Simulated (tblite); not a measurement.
# C5H11GeNO2: the cost of one run

Programs: PySCF 2.14.0 with density-fitted response routines of our own, and tblite 0.8.0. All values are computed, except where a source is named. Atoms count from 0 throughout.

## Step 1: The starting structure

20 atoms, charge 0, multiplicity 1; geometry from: UFF geometry. This is the first candidate.

Bonds of the start (Å): C0–C1 1.50, C0–H10 1.12, C0–H11 1.11, C0–H9 1.11, C1–O2 1.24, C1–O3 1.41, C4–C5 1.51, C4–N6 1.31, C5–H12 1.12, C5–H13 1.11, C5–H14 1.11, C7–Ge8 1.94, C7–H15 1.10, C7–H16 1.11, Ge8–H17 1.55, Ge8–H18 1.55, Ge8–H19 1.55, N6–C7 1.47, O3–C4 1.39.

## Step 2: GFN2-xTB relaxation, isomer A, conformer 1

Job settings and geometry (Å):

```
{"job": {"xc": "GFN2-xTB", "basis": "xTB", "kind": "relax"}, "charge": 0, "multiplicity": 1}
C     -1.680900    -1.417400     2.058700
C     -1.649200    -0.937900     0.636600
O     -2.664600    -1.052200    -0.069100
O     -0.433000    -0.458400     0.119800
C     -0.237800     0.141300    -1.117400
C     -1.386100     0.540200    -2.012500
N      0.972800     0.383200    -1.543200
C      2.182600     0.063100    -0.775500
Ge     2.412300     1.308800     0.698900
H     -0.912800    -0.898700     2.660500
H     -2.686200    -1.197400     2.502700
H     -1.510200    -2.511800     2.091800
H     -2.135200     1.116100    -1.415500
H     -1.846800    -0.365400    -2.449100
H     -1.031400     1.195800    -2.840200
H      3.053900     0.147000    -1.436800
H      2.130000    -0.979500    -0.391700
H      1.219300     1.181300     1.686900
H      2.463600     2.760000     0.145900
H      3.734500     0.992500     1.446200
```

On the command line:

```bash
$ OMP_NUM_THREADS=1 python ens_run.py task.json out
```

This one command runs the whole study; its stages follow in the order run.

Q: Estimate the wall time of this first job on 1 thread of Arm Neoverse V1, shared host.

About 2.2 s.
